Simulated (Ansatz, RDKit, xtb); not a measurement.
**C3HF2NS: which of the isomers drawn lies lowest?**

Which of a sample of isomers of C3HF2NS is the most stable in the gas at 298.15 K, and what are its properties? The sample is small against all isomers, and the most stable one of this formula need not be in it.

The funnel: GFN2-xTB relaxations, single points with a density functional, relaxations at PBE0-D3(BJ)/def2-SVP, harmonic vibrations, and a last energy at a higher level. All values are calculated.

**1. Drawing up candidates**

Isomers were taken from a list of plausible structures; this is a sample, not all of them. That gives 3 candidates.

```tsv
label	SMILES	spin
c664	Fc1csc(F)n1	singlet
c680	Fc1ncsc1F	singlet
c681	Fc1cnc(F)s1	singlet
```

Candidates are built by distance geometry, with a force field where one applies, in up to four conformers (letters a to d).

**2. Cheap relaxation of all starts**

All 3 starts are relaxed the same way. One of them, c664a (taken from a list of positional isomers, embedded by distance geometry and MMFF94), in full:

Input file start.xyz:

```xyz
8
c664a
C     -1.875507    -0.841489    -1.272632
C     -0.507358    -0.837882    -1.229270
C     -1.635580     1.281679    -0.927379
F     -2.536540    -1.984930    -1.466019
F     -1.951519     2.558679    -0.678767
N     -2.494365     0.370760    -1.051816
S      0.034263     0.800429    -0.946182
H      0.223520    -1.606599    -1.348521
```

Launch:

```sh
xtb start.xyz --gfn 2 --opt
```

The program printed, shortened:

```text
* xtb version 6.7.1
[...]
          :  # basis functions                  35          :
[...]
          :  # electrons                        38          :
[...]
          :  Hamiltonian                  GFN2-xTB          :
[...]
          :  net charge                          0          :
          :  unpaired electrons                  0          :
[...]
   *** convergence criteria satisfied after 12 iterations ***
[...]
   *** GEOMETRY OPTIMIZATION CONVERGED AFTER 7 ITERATIONS ***
[...]
   *** convergence criteria satisfied after 3 iterations ***
[...]
         ::                     SUMMARY                     ::
         :::::::::::::::::::::::::::::::::::::::::::::::::::::
         :: total energy             -22.546980911763 Eh    ::
         :: gradient norm              0.000310840519 Eh/a0 ::
         :: HOMO-LUMO gap              3.653641003561 eV    ::
         ::.................................................::
         :: SCC energy               -22.723166221201 Eh    ::
         :: -> isotropic ES            0.027493510912 Eh    ::
         :: -> anisotropic ES          0.002707250160 Eh    ::
         :: -> anisotropic XC         -0.001832036263 Eh    ::
         :: -> dispersion             -0.006210186939 Eh    ::
         :: repulsion energy           0.176185309438 Eh    ::
         :: add. restraining           0.000000000000 Eh    ::
         :: total charge               0.000000000000 e     ::
         :::::::::::::::::::::::::::::::::::::::::::::::::::::
[...]
        19        2.0000           -0.4331366             -11.7862 (HOMO)
        20                         -0.2988678              -8.1326 (LUMO)
[...]
     #   Z          covCN         q      C6AA      α(0)
     1   6 C        3.106     0.239    22.908     7.842
     2   6 C        2.921    -0.070    29.745     8.944
     3   6 C        2.892     0.264    22.563     7.788
     4   9 F        0.787    -0.177    11.004     3.919
     5   9 F        0.800    -0.151    10.740     3.871
     6   7 N        1.941    -0.235    26.981     7.702
     7  16 S        2.283     0.040   139.425    19.873
     8   1 H        0.927     0.090     1.877     2.143
[...]
     #   Z sym  total        # sym  WBO       # sym  WBO       # sym  WBO
 ---------------------------------------------------------------------------
     1   6 C    3.895 --     2 C    1.573     6 N    1.213     4 F    0.992
     2   6 C    3.935 --     1 C    1.573     7 S    1.184     8 H    0.965
     3   6 C    3.893 --     6 N    1.586     7 S    1.141     5 F    1.028
     4   9 F    1.148 --     1 C    0.992
     5   9 F    1.199 --     3 C    1.028
     6   7 N    3.118 --     3 C    1.586     1 C    1.213     7 S    0.160
     7  16 S    2.656 --     2 C    1.184     3 C    1.141     6 N    0.160
     8   1 H    0.992 --     2 C    0.965
 ---------------------------------------------------------------------------
[...]
molecular dipole:
                 x           y           z       tot (Debye)
 q only:        0.976      -0.072       0.006
   full:        1.139      -0.169      -0.008       2.928
molecular quadrupole (traceless):
[...]
          | TOTAL ENERGY              -22.546980911763 Eh   |
          | GRADIENT NORM               0.000310840519 Eh/α |
          | HOMO-LUMO GAP               3.653641003561 eV   |
           -------------------------------------------------
[...]
```

It took 0.05 s on 2 threads of Intel Xeon 6975P-C (Granite Rapids), shared host.

**3. Distinct minima at GFN2-xTB**

3 of the 3 relaxations converged. 3 distinct structures remain:

```tsv
label	start	SMILES after	spin	energy (kcal/mol)
c664a	drawn	Fc1csc(F)n1	singlet	0.0
c681a	drawn	Fc1cnc(F)s1	singlet	3.1
c680a	drawn	Fc1ncsc1F	singlet	5.8
```

**4. Single points on the low minima**

A choice of the minima (the low ones first, few conformers of a pattern, up to a cap) and the lowest that fell apart get a single point at r2SCAN-D4/def2-SVP on the tight-binding geometry, and one at HF/STO-3G for comparison. The lowest singlets are also tried as triplets at the same geometry (label ending in t). The first, c664a:

Input file input.yaml:

```yaml
crystal:
  periodic: [false, false, false]
  atoms:
    - symbol: C
      position_ang: [-1.845832, -0.838971, -1.260573]
    - symbol: C
      position_ang: [-0.487136, -0.806922, -1.229657]
    - symbol: C
      position_ang: [-1.637029, 1.272105, -0.900995]
    - symbol: F
      position_ang: [-2.562311, -1.934356, -1.458019]
    - symbol: F
      position_ang: [-1.964408, 2.524291, -0.695445]
    - symbol: "N"
      position_ang: [-2.489778, 0.335352, -1.074983]
    - symbol: S
      position_ang: [0.042913, 0.806198, -0.947865]
    - symbol: H
      position_ang: [0.200496, -1.617049, -1.353049]
basis:
  gaussian:
    orbitals: def2-SVP
hamiltonian:
  xc: r2scan
  dispersion: d4
scf:
  lower_state_search: off
output:
  orbitals: {seedname: orbitals}
```

Launch:

```sh
ansatz run input.yaml --threads 2 --pin off --max-ram 5220MiB --events-out events.jsonl --progress --plain --runs-dir runs
```

The program printed, shortened:

```text
Warning: RAYON_NUM_THREADS=2 ignored (pool sized by the plan → 2); use --threads N
Functional definition: r2SCAN
  name "r2SCAN"
[...]
1205 factors; their error is unknown
[...]
mean field -20868.88425200 eV, -766.9173508231 hartree, gradient 8.8e-6 eV, S^2 0.000000; 0 other end points of the search recorded, 0 dependent functions left out
reference -20868.88425735 eV, -766.9173510199 hartree; 30, 30 occupied and 77, 77 virtual orbitals, 1205 factors
Total energy: -20868.93951792 eV, -766.9193818083 hartree
Checks for a lower state left out: stability, starts, cluster_reference, orbital_swaps, neighbouring_geometries, increment
```

Wall time 1 s (2 threads of Intel Xeon 6975P-C (Granite Rapids), shared host); peak memory 0.15 GiB.

Relative energies in kcal/mol, each column from its lowest structure that stays in one piece:

```tsv
label	SMILES	spin	GFN2-xTB	HF/STO-3G	r2SCAN-D4/def2-SVP
c664a	Fc1csc(F)n1	singlet	0.0	0.0	0.0
c681a	Fc1cnc(F)s1	singlet	3.1	2.7	8.1
c680a	Fc1ncsc1F	singlet	5.8	6.8	10.6
c664at	Fc1csc(F)n1	triplet	–	–	84.2
c680at	Fc1ncsc1F	triplet	–	–	92.1
c681at	Fc1cnc(F)s1	triplet	–	–	94.0
```

**5. Refinement at PBE0-D3(BJ)/def2-SVP**

3 candidates are relaxed at PBE0-D3(BJ)/def2-SVP (chosen among the lowest in one piece). The first, c664a:

Input file input.yaml:

```yaml
crystal:
  periodic: [false, false, false]
  atoms:
    - {symbol: C, position_ang: [-1.845832, -0.838971, -1.260573]}
    - {symbol: C, position_ang: [-0.487136, -0.806922, -1.229657]}
    - {symbol: C, position_ang: [-1.637029, 1.272105, -0.900995]}
    - {symbol: F, position_ang: [-2.562311, -1.934356, -1.458019]}
    - {symbol: F, position_ang: [-1.964408, 2.524291, -0.695445]}
    - {symbol: "N", position_ang: [-2.489778, 0.335352, -1.074983]}
    - {symbol: S, position_ang: [0.042913, 0.806198, -0.947865]}
    - {symbol: H, position_ang: [0.200496, -1.617049, -1.353049]}
basis:
  gaussian: {orbitals: def2-SVP}
hamiltonian: {xc: {name: PBE0}, dispersion: d3bj}
scf: {lower_state_search: off}
relax: {f_tol: 0.003}
```

Launch:

```sh
ansatz run input.yaml --threads 2 --pin off --max-ram 5220MiB --events-out events.jsonl --progress --plain --runs-dir runs
```

The program printed, shortened:

```text
Warning: RAYON_NUM_THREADS=2 ignored (pool sized by the plan → 2); use --threads N
[...]
Functional definition: PBE0
  name "PBE0"
[...]
1175 factors; integrals over basis functions are off by at most 3.9e-4 eV
[...]
mean field -20860.29072176 eV, -766.6015444116 hartree, gradient 1.2e-6 eV, S^2 0.000000; 0 other end points of the search recorded, 0 dependent functions left out
[...]
reference -20860.29073686 eV, -766.6015449667 hartree; 30, 30 occupied and 77, 77 virtual orbitals, 1175 factors
relax step   1: F+E_penalty+E_count = -20860.47411877 eV  Δ(F+E_penalty+E_count) = +0.000e0 eV  max|allowed force component| = 5.385e-1 eV/Å  Δτ_max = 0.0000 Å  (17 SCF iters, accepted)
[...]
relax step   6: F+E_penalty+E_count = -20860.49024181 eV  Δ(F+E_penalty+E_count) = -4.661e-6 eV  max|allowed force component| = 4.914e-3 eV/Å  Δτ_max = 0.0006 Å  (14 SCF iters, accepted)
[...]
Total energy: -20860.49025778 eV, -766.6088772252 hartree
Atom 0 at    -1.846402    -0.835663    -1.259847 Å, force    -0.000411     0.000866     0.000196 eV/Å
Atom 1 at    -0.483382    -0.810963    -1.230192 Å, force    -0.000843     0.000414     0.000317 eV/Å
Atom 2 at    -1.639299     1.269572    -0.901264 Å, force     0.000199    -0.000397     0.000515 eV/Å
Atom 3 at    -2.560567    -1.920660    -1.456016 Å, force     0.000097     0.000111    -0.000056 eV/Å
Atom 4 at    -1.958020     2.520246    -0.696474 Å, force    -0.000045    -0.000332    -0.000118 eV/Å
Atom 5 at    -2.501342     0.335689    -1.074720 Å, force    -0.000112    -0.000913    -0.000507 eV/Å
Atom 6 at     0.030410     0.816688    -0.946239 Å, force     0.000974     0.000283    -0.000350 eV/Å
Atom 7 at     0.215517    -1.634261    -1.355834 Å, force     0.000142    -0.000032     0.000002 eV/Å
Dipole moment:     0.527809    -0.039688     0.003195 e Å
Checks for a lower state left out: stability, starts, cluster_reference, orbital_swaps, neighbouring_geometries, increment
```

Run time: 8.7 s. Hardware: 2 threads of Intel Xeon 6975P-C (Granite Rapids), shared host; peak memory 0.23 GiB.

Energy change by step (eV): 0.0000, -0.0133, -0.0160, -0.0161, -0.0161, -0.0161, -0.0161.

After the run. Bond lengths: C1–C2 1.364 Å, C1–F4 1.314 Å, C3–F5 1.307 Å, C1–N6 1.355 Å, C3–N6 1.283 Å, C2–S7 1.730 Å, C3–S7 1.731 Å, C2–H8 1.087 Å. Some angles: C1–C2–S7 108.5°, C2–C1–F4 124.2°, C2–C1–N6 117.7°, F4–C1–N6 118.1°, F5–C3–N6 123.6°, F5–C3–S7 119.3°, N6–C3–S7 117.0°, C1–N6–C3 108.8°, C2–S7–C3 87.9°, C1–C2–H8 128.8°.

**6. After refinement**

```tsv
label	spin	r2SCAN-D4/def2-SVP (kcal/mol)	PBE0-D3(BJ)/def2-SVP, relaxed (kcal/mol)	time
c664a	singlet	0.0	0.0	8.7 s
c681a	singlet	8.1	8.2	8.7 s
c680a	singlet	10.6	10.4	9 s
```

c664a: Bond lengths: C1–C2 1.364 Å, C1–F4 1.314 Å, C3–F5 1.307 Å, C1–N6 1.355 Å, C3–N6 1.283 Å, C2–S7 1.730 Å, C3–S7 1.731 Å, C2–H8 1.087 Å. Some angles: C1–C2–S7 108.5°, C2–C1–F4 124.2°, C2–C1–N6 117.7°, F4–C1–N6 118.1°, F5–C3–N6 123.6°, F5–C3–S7 119.3°, N6–C3–S7 117.0°, C1–N6–C3 108.8°, C2–S7–C3 87.9°, C1–C2–H8 128.8°.

c681a: Bond lengths: C1–C2 1.359 Å, C1–F4 1.313 Å, C3–F5 1.310 Å, C2–N6 1.373 Å, C3–N6 1.275 Å, C1–S7 1.745 Å, C3–S7 1.744 Å, C2–H8 1.090 Å. Some angles: C1–C2–N6 114.3°, C2–C1–F4 128.2°, C2–C1–S7 111.5°, F4–C1–S7 120.3°, F5–C3–N6 124.3°, F5–C3–S7 118.3°, N6–C3–S7 117.4°, C2–N6–C3 110.7°, C1–S7–C3 86.2°, C1–C2–H8 124.6°.

c680a: Bond lengths: C1–C3 1.368 Å, C1–F4 1.315 Å, C3–F5 1.314 Å, C1–N6 1.346 Å, C2–N6 1.297 Å, C2–S7 1.731 Å, C3–S7 1.729 Å, C2–H8 1.092 Å. Some angles: C1–C3–F5 127.8°, C1–C3–S7 109.9°, F5–C3–S7 122.2°, C3–C1–F4 124.2°, C3–C1–N6 115.7°, F4–C1–N6 120.1°, C1–N6–C2 110.9°, N6–C2–S7 115.7°, C2–S7–C3 87.9°, N6–C2–H8 124.3°.

[end of part 1 of 2]
